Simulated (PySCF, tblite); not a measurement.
**C3H11B2NO: geometry, infrared bands and NMR shifts**

What infrared bands and NMR shifts should C3H11B2NO (`BNBOC(C)C`) show?

Computed with tblite 0.8.0 and PySCF 2.14.0, with density-fitted response routines of our own, on a single molecule in the gas phase. Atoms are numbered from 0 throughout.

**1. Starting geometry**

18 atoms, charge 0, multiplicity 1; geometry from: force field or distance geometry start.

Bonds of the start (Å): B0–N1 1.55, N1–B2 1.53, B2–O3 1.46, O3–C4 1.36, C4–C5 1.51, C4–C6 1.53, B0–H7 1.20, B0–H8 1.20, N1–H9 1.04, B2–H10 1.19, C4–H11 1.11, C5–H12 1.10, C5–H13 1.12, C5–H14 1.11, C6–H15 1.11, C6–H16 1.10, C6–H17 1.10.

**2. Relaxing the molecule with GFN2-xTB**

What the job is given:

```
{"job": {"kind": "relax", "xc": "GFN2-xTB", "basis": "xTB"}, "charge": 0, "multiplicity": 1}
B      3.312000     0.250300    -0.303600
N      1.958400    -0.496900    -0.231200
B      1.232100     0.046800     0.996200
O     -0.222600    -0.005300     1.154900
C     -0.934900    -0.041600    -0.003800
C     -1.815900    -1.269400    -0.093500
C     -1.890800     1.144600    -0.130000
H      4.166300    -0.164600     0.430100
H      3.164700     1.439500    -0.215100
H      2.109400    -1.522900    -0.144300
H      1.770500     0.908900     1.620700
H     -0.313200    -0.013000    -0.923500
H     -1.346600    -2.081400     0.483400
H     -2.790000    -0.945200     0.347200
H     -2.015500    -1.500500    -1.161400
H     -2.321600     1.166000    -1.149200
H     -1.386000     2.100700     0.078400
H     -2.685000     0.990300     0.608500
```

Launch:

```console
$ OMP_NUM_THREADS=1 python probes_run.py task.json out
```

The driver reads the jobs from task.json and runs them one after another.

**Question.** This job is followed by: GFN2-xTB harmonic vibrations, gas phase; GIAO PBE0/pcSseg-1 NMR shielding, non-relativistic, gas phase. Predict these results of the whole session: strongest single infrared mode (GFN2-xTB); zero-point energy (GFN2-xTB); 13C shifts against TMS (PBE0/pcSseg-1, means over atoms taken as alike); 1H shifts against TMS (PBE0/pcSseg-1, means over atoms taken as alike); 11B shifts against BF3·OEt2 (PBE0/pcSseg-1); 15N shifts against NH3 (PBE0/pcSseg-1); 17O shifts against H2O (PBE0/pcSseg-1).

The runs gave:

| quantity | value |
| --- | --- |
| strongest single infrared mode (GFN2-xTB) | 1395 cm⁻¹, 604 km/mol |
| zero-point energy (GFN2-xTB) | 92.7 kcal/mol |
| 13C shifts against TMS (PBE0/pcSseg-1, means over atoms taken as alike) | 68.8, 26.6 ppm |
| 1H shifts against TMS (PBE0/pcSseg-1, means over atoms taken as alike) | 6.29, 5.32, 4.53, 4.38, 1.35 ppm |
| 11B shifts against BF3·OEt2 (PBE0/pcSseg-1) | 46.8, 29.8 ppm |
| 15N shifts against NH3 (PBE0/pcSseg-1) | 165.3 ppm |
| 17O shifts against H2O (PBE0/pcSseg-1) | 178.6 ppm |

What this shows: The optimisation took 158 steps and gained 2.652 eV; among the close pairs (by a distance rule), B0–N1 changed most, from 1.548 to 1.398 Å. No mode is imaginary among the 48: a minimum at this level. GFN2-xTB is a fitted tight-binding method: band positions and strengths are rough. Its intensities can rank the bands wrongly. At PBE0/pcSseg-1: Shielding is most anisotropic at N1 (span 273 ppm, paramagnetic term -225 ppm).
